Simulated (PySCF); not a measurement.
**The bond of GePb, level by level**

The task here is to estimate one member of a computed series from the others.

The runs use PySCF 2.14.0; Ge cc-pVDZ-PP with ECP10, Pb cc-pVDZ-PP with ECP60, scalar-relativistic core potentials.

The first run:

A driver script around PySCF takes these settings:

* atoms: Ge, Pb
* charge: 0
* basis: Ge cc-pVDZ-PP with ECP10, Pb cc-pVDZ-PP with ECP60
* Hamiltonian: scalar-relativistic core potentials
* basis functions: 46
* electrons treated: 44
* masses in u: 73.9212, 207.9766
* levels: PBE0, PBE, r²SCAN, BP86, LDA, B2PLYP, HF, MP2, SCS-MP2, CCSD, CCSD(T)
* grid: 80 radial by 434 angular points
* occupations: held fixed by the projection of orbital angular momentum
* dissociation limit: Ge + Pb, each in its ground configuration
* starting distance in angstrom: 2.555
* values of 2S to try: 0, 2, 4

Among the steps run: Input; First curve: PBE0; Excited determinants; PBE (GGA); r²SCAN (meta-GGA); BP86; LDA; B2PLYP; UHF; Correlated methods on the Hartree–Fock reference.

One table of the session follows, with a row left open; its other results are not shown here.

It belongs to the step «The curves together». Energy (eV) from each level's lowest point:

```
R (Å)    UHF  UHF-MP2  UHF-SCS-MP2  UHF-CCSD  UHF-CCSD(T)
2.282  0.875    1.022        1.004       n/a          n/a
2.388  0.350    0.464        0.450     0.475        0.509
2.494  0.080    0.154        0.144     0.159        0.180
2.573  0.001    0.039        0.034     0.041        0.052
2.653  0.000    0.000        0.000     0.000        0.000
2.733      ?        ?            ?         ?            ?
2.839  0.211    0.109        0.124     0.110        0.080
2.971  0.474    0.317        0.341     0.298        0.244
3.131  0.813    0.865        0.862     0.587        0.494
3.343  1.175    1.579        1.487       n/a          n/a
```

Estimate the missing values for R (Å) = 2.733.

Worked estimate for «UHF». A straight line through the neighbours (2.653, 0.000) and (2.839, 0.211) gives 0.000 + (0.211 − 0.000) × (2.733 − 2.653) / (2.839 − 2.653) = 0.091; a parabola fitted to 4 rows on both sides gives 0.066.

As computed: UHF: 0.060; UHF-MP2: 0.018; UHF-SCS-MP2: 0.024; UHF-CCSD: 0.018; UHF-CCSD(T): 0.006. In «UHF» the line misses by +0.031 and the parabola by +0.006.

State 3 has its PBE0 minimum 0.28 eV higher. The other levels ran on the lowest alone.
